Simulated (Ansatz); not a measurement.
**C2H5FSSiZn: vertical ionisation energy**

An exercise on one series of results from a longer session: the logs are not shown, and one member is left open.

The runs use Ansatz 0.2.0, Gaussian basis; unrestricted cation, the program's frozen cores in correlated methods.

Levels to be run: UKS PBE-D4/def2-TZVPP; UKS r2SCAN-D4/def2-TZVPP; UKS PBE0-D4/def2-TZVPP; UKS B3LYP-D4/def2-TZVPP; UKS wB97X-V/def2-TZVPP; UKS wB97M-V/def2-TZVPP; UKS B2PLYP (frozen core with 3s3p of Cu, Zn)/def2-TZVPP; UHF-CCSD(T) with 3s3p of Cu, Zn/def2-TZVPP; UHF-MP2 with 3s3p of Cu, Zn/def2-QZVPP; extrapolation to the limit; then −ε(HOMO) from the neutral's earlier runs with LDA (SPW92), PBE-D4, revPBE-D4, BLYP-D4, r2SCAN-D4, B97M-V, PBE0-D4, B3LYP-D4, r2SCANh-D4, r2SCAN0-D4, HSE06-D4, BHLYP-D4, CAM-B3LYP-D4, LC-ωPBE, ωB97X-V, ωB97M-V.

## The relaxed structure

All runs share one geometry, relaxed beforehand with PBE0-D4 in a triple-zeta def2 set.

SMILES `F[SiH]1CC[S][Zn]1`, 11 atoms, charge 0, spin multiplicity 1.

Atoms are counted from 1 here; the program's logs count them from 0.

Bond lengths: F1–Si2 1.611 Å, Si2–C3 1.892 Å, Si2–Zn6 2.344 Å, Si2–H7 1.485 Å, C3–C4 1.542 Å, C3–H8 1.098 Å, C3–H9 1.097 Å, C4–S5 1.854 Å, C4–H10 1.091 Å, C4–H11 1.091 Å, S5–Zn6 2.199 Å. Angles: F1–Si2–C3 110.1°, F1–Si2–Zn6 115.9°, F1–Si2–H7 106.7°, C3–Si2–Zn6 85.6°, C3–Si2–H7 110.4°, Zn6–Si2–H7 125.5°, Si2–C3–C4 117.0°, Si2–C3–H8 109.3°, Si2–C3–H9 105.6°, C4–C3–H8 108.7°, C4–C3–H9 109.0°, H8–C3–H9 106.7°, C3–C4–S5 117.6°, C3–C4–H10 109.3°, C3–C4–H11 110.3°, S5–C4–H10 104.3°, S5–C4–H11 107.9°, H10–C4–H11 106.9° and more.

Set-up of the first run:

File in.yaml:

```yaml
crystal:
  periodic: [false, false, false]
  atoms:
    - {symbol: F, position_ang: [-2.401239, 0.169003, 0.965833]}
    - {symbol: Si, position_ang: [-0.920008, 0.796181, 1.051235]}
    - {symbol: C, position_ang: [0.356660, -0.463625, 0.448499]}
    - {symbol: C, position_ang: [0.514783, -0.625740, -1.076329]}
    - {symbol: S, position_ang: [1.070314, 0.855559, -2.043671]}
    - {symbol: Zn, position_ang: [-0.246217, 2.087293, -0.785099]}
    - {symbol: H, position_ang: [-0.680535, 1.132637, 2.477514]}
    - {symbol: H, position_ang: [0.132782, -1.445025, 0.885882]}
    - {symbol: H, position_ang: [1.314749, -0.140100, 0.874917]}
    - {symbol: H, position_ang: [1.275184, -1.381337, -1.281188]}
    - {symbol: H, position_ang: [-0.416483, -0.984846, -1.517602]}
basis:
  gaussian: {orbitals: def2-TZVPP}
total_charge: 1
magnetization: {spin_polarized: true, initial_magnetization: 1}
hamiltonian: {xc: pbe, dispersion: d4}
```

The run is started by

```sh
ansatz run in.yaml --threads 2 --pin off --events-out ev --progress --plain --max-ram 32768MiB --backend cuda --devices 0, --max-vram 18GiB
```

Among the steps run: Cation, UKS PBE-D4/def2-TZVPP; Cation, UKS r2SCAN-D4/def2-TZVPP; Cation, UKS PBE0-D4/def2-TZVPP; Cation, UKS B3LYP-D4/def2-TZVPP; Cation, UKS wB97X-V/def2-TZVPP; Cation, UKS wB97M-V/def2-TZVPP; Cation, UKS B2PLYP (frozen core with 3s3p of Cu, Zn)/def2-TZVPP; Cation, UHF-CCSD(T) with 3s3p of Cu, Zn/def2-TZVPP; Cation, UHF-MP2 with 3s3p of Cu, Zn/def2-QZVPP.

One of the session's tables, all rows but one given; the rest of the session is left out.

It belongs to the step «Ionisation energies side by side». For comparison, −ε(HOMO) of the neutral from earlier runs:

```
  functional  −ε(HOMO) (eV)
 LDA (SPW92)              ?
      PBE-D4           5.44
   revPBE-D4           5.38
     BLYP-D4           5.28
   r2SCAN-D4           5.66
      B97M-V           5.72
     PBE0-D4           6.52
    B3LYP-D4           6.31
  r2SCANh-D4           6.06
  r2SCAN0-D4           6.67
    HSE06-D4           6.13
    BHLYP-D4           7.45
CAM-B3LYP-D4           7.76
     LC-ωPBE           9.03
     ωB97X-V           8.71
     ωB97M-V           8.55
```

**Question.** Estimate the row for LDA (SPW92).

**Answer.** −ε(HOMO) (eV): 5.59. In the column «−ε(HOMO) (eV)» it lies between PBE-D4 (5.44) and r2SCAN-D4 (5.66).
